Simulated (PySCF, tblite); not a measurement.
# C₅H₁₄OSSi: geometry, infrared bands and NMR shifts

What infrared bands and NMR shifts should C₅H₁₄OSSi (`CO[Si@H](S)CC(C)C`) show?

Computed with tblite 0.8.0 and PySCF 2.14.0, with density-fitted response routines of our own, on a single molecule in the gas phase. Atoms count from 0, in the outputs and in this text.

### Step 1. The starting structure

22 atoms, charge 0, multiplicity 1; geometry from: force field or distance geometry start.

Bonds of the start (Å): C0–O1 1.40, O1–Si2 1.68, Si2–S3 2.17, Si2–C4 1.87, C4–C5 1.51, C5–C6 1.51, C5–C7 1.48, C0–H8 1.11, C0–H9 1.10, C0–H10 1.11, Si2–H11 1.48, S3–H12 1.42, C4–H13 1.12, C4–H14 1.08, C5–H15 1.11, C6–H16 1.10, C6–H17 1.12, C6–H18 1.12, C7–H19 1.12, C7–H20 1.13, C7–H21 1.10.

### Step 2. Relaxing the molecule with GFN2-xTB

The job: settings as JSON, then the geometry in Å.

```
{"job": {"kind": "relax", "xc": "GFN2-xTB", "basis": "xTB"}, "charge": 0, "multiplicity": 1}
C      3.240000    -1.106600     0.185100
O      2.806700     0.191900    -0.122100
Si     1.231500     0.253500    -0.707900
S      0.943600     2.226000    -1.553400
C     -0.064500     0.077300     0.627700
C     -1.456400     0.413000     0.135700
C     -2.391200     0.232600     1.304800
C     -1.939900    -0.408300    -0.992900
H      4.319200    -1.048900     0.421700
H      2.711100    -1.499100     1.072100
H      3.103500    -1.814800    -0.660600
H      0.965600    -0.772400    -1.741800
H      2.090400     3.032100    -1.319800
H      0.178800     0.863100     1.392600
H     -0.066200    -0.879700     1.119900
H     -1.526200     1.482300    -0.155400
H     -3.150500     1.030700     1.330300
H     -2.847800    -0.784900     1.312400
H     -1.808100     0.318100     2.260900
H     -2.971900    -0.750700    -0.745900
H     -2.063200     0.242800    -1.905300
H     -1.314900    -1.278700    -1.259100
```

Launch:

```
$ OMP_NUM_THREADS=1 python probes_run.py task.json out
```

This one command runs all jobs of the session in turn.

**Question.** This job is followed by: GFN2-xTB harmonic vibrations, gas phase; GIAO PBE0/pcSseg-1 NMR shielding, non-relativistic, gas phase. What will the session give for the following? strongest single infrared mode (GFN2-xTB); zero-point energy (GFN2-xTB); 13C shifts against TMS (PBE0/pcSseg-1); 1H shifts against TMS (PBE0/pcSseg-1, means over atoms taken as alike); 17O shifts against H2O (PBE0/pcSseg-1); 29Si shifts against TMS (PBE0/pcSseg-1); 33S shifts against CS2 (PBE0/pcSseg-1); surface potential, 1st and 99th percentile.

The runs gave:

| quantity | value |
| --- | --- |
| strongest single infrared mode (GFN2-xTB) | 2233 cm⁻¹, 241 km/mol |
| zero-point energy (GFN2-xTB) | 113.0 kcal/mol |
| 13C shifts against TMS (PBE0/pcSseg-1) | 52.9, 30.3, 29.9, 28.0, 26.1 ppm |
| 1H shifts against TMS (PBE0/pcSseg-1, means over atoms taken as alike) | 5.74, 3.75, 1.91, 1.03, 0.88, 0.83, 0.65, 0.39 ppm |
| 17O shifts against H2O (PBE0/pcSseg-1) | 17.5 ppm |
| 29Si shifts against TMS (PBE0/pcSseg-1) | 10.5 ppm |
| 33S shifts against CS2 (PBE0/pcSseg-1) | -234 ppm |
| surface potential, 1st and 99th percentile | -1.10 V and 1.06 V |

What this shows: Over 144 steps the energy fell by 0.884 eV; of the close pairs, S3–H12 changed most, 1.421 to 1.321 Å. All 60 modes are real, so the xTB geometry is a minimum. The strongest single mode, at 2233 cm⁻¹, moves mainly H11. GFN2-xTB is a fitted tight-binding method: band positions and strengths are rough. Its intensities can rank the bands wrongly. C0 (methyl carbon bonded to O) lies farthest downfield among carbon, at 52.9 ppm; pulled downfield by the heteroatom. At PBE0/pcSseg-1: The largest span, 307 ppm, is at S3, where the paramagnetic term is -322 ppm.
